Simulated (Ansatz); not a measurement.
Task: a projected density of states of TiAl, space group Pm-3m, with Ansatz 0.2.0, Python API. Give the script and its output. Level of theory: PBEsol, PAW, cutoff 450 eV, 8×8×8 k-points, cold smearing of 0.1 eV.

```
CELL_PARAMETERS angstrom
3.01800 0.00000 0.00000
0.00000 3.01800 0.00000
0.00000 0.00000 3.01800
ATOMIC_POSITIONS crystal
Ti 0.50000 0.50000 0.50000
Al 0.00000 0.00000 0.00000
```

`tial_pdos.py`
```python
# -*- coding: utf-8 -*-
'''Which atoms and shells make the states of TiAl.'''

import warnings

import ansatz as az
import numpy as np
from pymatgen.core import Lattice, Structure
from pymatgen.io.ase import AseAtomsAdaptor


def main():
    warnings.simplefilter('ignore', az.DeckWarning)

    pmg_structure = Structure(
        Lattice([(3.018, 0.0, 0.0), (0.0, 3.018, 0.0), (0.0, 0.0, 3.018)]),
        ['Ti', 'Al'],
        [
            (0.5, 0.5, 0.5),
            (0.0, 0.0, 0.0),
        ],
    )
    structure = az.Crystal.from_ase(AseAtomsAdaptor.get_atoms(pmg_structure))

    model = (
        structure.calculation()
        .basis(450)
        .occupations(az.OccupationsMethod.COLD, width=0.1)
        .scf(tolerance=1e-07)
        .kpoints(length=24)
        .functional(az.Functional.PBESOL)
        .scf(extra_bands=10)
        .density_of_states(projected=True, method='smearing', broadening_width=0.15, energy_step=0.1)
    )
    def show(event):
        row = event['data']
        if event['event'] == 'scf_iter' and row.get('harris_foulkes_ev') is not None:
            print(f'  iteration {row["iter"]:3d}  Harris-Foulkes {row["harris_foulkes_ev"]:.5f} eV  residual {row["dr2_ev"]:.2e}')


    res = model.session().plan().execute(on_event=show)
    r = res.report

    dos = res.density_of_states()
    energy = np.asarray(dos.energies_ev) - dos.fermi_ev
    curves = {}
    for site in res.projected_density_of_states().sites:
        for shell in site.shells:
            weight = sum(np.sum(curve.g_bin_mean_per_ev, axis=0) for curve in shell.curves)
            name = f'{site.species} {shell.label}'
            curves[name] = curves.get(name, 0) + weight

    step = energy[1] - energy[0]
    windows = [(-10, -5), (-5, 0), (0, 6)]
    print('states by shell in windows of E - E_F (eV):', windows)
    for name, g in curves.items():
        print(f'{name:8s}', ' '.join(f'{step * g[(energy >= a) & (energy < b)].sum():8.3f}' for a, b in windows))
    filled = (energy < 0) & (energy > -10)
    for name, g in curves.items():
        if g[filled].sum() * step > 0.5:
            print(f'centre of {name}: {np.average(energy[filled], weights=g[filled]):.2f} eV')


if __name__ == '__main__':
    main()
```

```console
$ python tial_pdos.py
  iteration   1  Harris-Foulkes -2998.75417 eV  residual 1.46e-02
  iteration   2  Harris-Foulkes -2998.75084 eV  residual 3.59e-03
  iteration   3  Harris-Foulkes -2998.74988 eV  residual 2.99e-06
  iteration   4  Harris-Foulkes -2998.74988 eV  residual 3.64e-08
  iteration   5  Harris-Foulkes -2998.74988 eV  residual 3.01e-09
states by shell in windows of E - E_F (eV): [(-10, -5), (-5, 0), (0, 6)]
Ti 3S       0.066    0.036    0.015
Ti 4S       0.327    0.183    0.243
Ti 3P       0.041    0.050    0.018
Ti 3D       0.328    2.911    5.800
Al 3S       0.679    0.185    0.590
Al 3P       0.444    1.654    1.171
centre of Ti 4S: -5.85 eV
centre of Ti 3D: -2.13 eV
centre of Al 3S: -5.93 eV
centre of Al 3P: -3.42 eV
```

Caveats:
- Absolute energies stand on the zero of these potentials, so only differences at equal settings mean something. A total without «per atom» is that of the cell as typed.
- For a metal this k-point mesh is coarse: on a finer one energies can move by several to tens of meV an atom and pressures by half a GPa or more, differences at one mesh by less.
- Of the deposited cell: it was measured well above room temperature.
- The structure is a deposited one; some such entries were measured under pressure or heat, so a shift against it needn't be the functional's error alone.
- Curves are summed over the cell's atoms. Only shells that the potentials hold have channels, so projections don't add up to the total, least of all where a shell is missing (p of most metals); heights and places of peaks move with the mesh.
- The density of states is complete only as far up as bands were computed.
- A band centre counts only the states inside the window taken.
- Hardware and time: 2.2 s on 1 thread of Intel(R) Xeon(R) Platinum 8259CL CPU @ 2.50GHz (Skylake/Cascade Lake), on a shared host, peak memory 0.43 GiB.

(A comment or docstring line of the script was reworded after the run, the code is as it ran; lines on the test bed's own set-up are left out of the output.)
